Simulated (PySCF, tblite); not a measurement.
# C₂H₆FNSi− (doublet): geometry, infrared bands and EPR parameters

Wanted: the infrared bands and EPR parameters of C₂H₆FNSi− (doublet) (`[CH2-][CH][Si@H](N)F`), by calculation.

Computed with tblite 0.8.0 and PySCF 2.14.0, with density-fitted response routines of our own, on a single molecule in the gas phase. Atoms are numbered from 0 throughout.

### 1 The starting structure

11 atoms, charge -1, multiplicity 2; geometry from: force field or distance geometry start.

Bonds of the start (Å): C0–C1 1.53, C1–Si2 1.84, Si2–N3 1.78, Si2–F4 1.68, C0–H5 1.12, C0–H6 1.11, C1–H7 1.09, Si2–H8 1.47, N3–H9 1.05, N3–H10 1.04.

### 2 Geometry optimisation with GFN2-xTB

What the job is given:

```
{"job": {"kind": "relax", "xc": "GFN2-xTB", "basis": "xTB"}, "charge": -1, "multiplicity": 2}
C      2.143300    -0.288100     0.746800
C      0.662600    -0.573500     1.017200
Si    -0.438900     0.481300    -0.008400
N     -2.162800     0.034100     0.094500
F     -0.014400     0.407500    -1.627300
H      2.221100     0.799000     0.500300
H      2.487200    -0.854500    -0.148300
H      0.446200    -1.644900     0.972200
H     -0.261800     1.864900     0.445800
H     -2.323600    -0.943900     0.448500
H     -2.753400     0.720700     0.612500
```

On the command line:

```
$ OMP_NUM_THREADS=1 python probes_run.py task.json out
```

One launch serves the whole session: the jobs run in the order shown.

**Question.** This job is followed by: GFN2-xTB harmonic vibrations, gas phase; UKS B3LYP, pcH-1 on C F H N Si, non-relativistic, mean-field spin-orbit, GIAO. Predict these results of the whole session: strongest single infrared mode (GFN2-xTB); zero-point energy (GFN2-xTB); g(iso) (B3LYP); ⟨S²⟩; largest a(iso) (averaged by class).

**Answer**, as computed:

| quantity | value |
| --- | --- |
| strongest single infrared mode (GFN2-xTB) | 1755 cm⁻¹, 758 km/mol |
| zero-point energy (GFN2-xTB) | 45.9 kcal/mol |
| g(iso) (B3LYP) | 2.00247 |
| ⟨S²⟩ | 0.754 (exact 0.75) |
| largest a(iso) (averaged by class) | 19F on F4, 148.8 MHz |

Relaxing lowered the energy by 1.239 eV in 107 steps; the close pair that moved most is C0–C1, from 1.532 to 1.403 Å. No mode is imaginary among the 27: a minimum at this level. The strongest single mode, at 1755 cm⁻¹, moves mainly H8. Unscaled tight-binding wavenumbers are off by several per cent, some by more. Its intensities can rank the bands wrongly. C0 carries the largest spin population, 0.65 e. The isotropic g lies 0.1 ppt above the free-electron value.
